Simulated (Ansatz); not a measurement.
# CaHfI2: the cost of one run

Method: DFT PBE, scalar-relativistic, plane waves, PAW, in Ansatz 0.2.0.

## (1) The starting structure

Symmetry: P4/mmm, No. 123, tetragonal system. The conventional cell has a = 6.014 Å, b = 6.014 Å, c = 3.050 Å, α = 90.00°, β = 90.00°, γ = 90.00°. Around Ca (site symmetry 4/mmm) lie 2 Ca at 3.05 Å and 8 I at 3.37 Å. Around Hf (site symmetry 4/mmm) lie 4 I at 3.01 Å and 2 Hf at 3.05 Å. I (site symmetry mmm) is surrounded by 2 Hf at 3.01 Å and 2 I at 3.05 Å and 4 Ca at 3.37 Å.

Structure file:

```
Ca Hf I
1.0
     6.01356    0.00000    0.00000
     0.00000    6.01356    0.00000
     0.00000    0.00000    3.05043
Ca Hf I
1 1 2
Direct
  0.50000 0.50000 0.50000
  0.00000 0.00000 0.00000
  0.50000 0.00000 0.00000
  0.00000 0.50000 0.00000
```

A structure generator made this guess: perovskite family, infinite layers (P4/mmm, No. 123). Its size is a rough estimate.

## (2) The guess as it stands, on a coarse mesh

Contents of input.yaml:

```yaml
crystal:
  lattice:
    - [6.01355693, 0.0, 0.0]
    - [0.0, 6.01355693, 0.0]
    - [0.0, 0.0, 3.05043376]
  atoms:
    - { symbol: Ca, position: [0.5, 0.5, 0.5] }
    - { symbol: Hf, position: [0.0, 0.0, 0.0] }
    - { symbol: I, position: [0.5, 0.0, 0.0] }
    - { symbol: I, position: [0.0, 0.5, 0.0] }
basis:
  ecutwfc: 420
kpoints:
  mp_grid: { grid: [4, 4, 6] }
hamiltonian:
  xc: pbe
scf:
  occupations: { method: gaussian, width: 0.1 }
  lower_state_search: "off"
output:
  forces: true
  stress: true
  eigenvalues: true
```

On the command line:

```
$ ansatz run input.yaml --threads 1 --pin off --max-ram 2048MiB --backend cpu --events-out ev --progress --plain --runs-dir out
```

Q: Estimate wall time and peak memory on 1 thread of AMD EPYC 9R45 (Zen 5), shared host.

About 2.7 s, with a peak of 0.49 GiB.
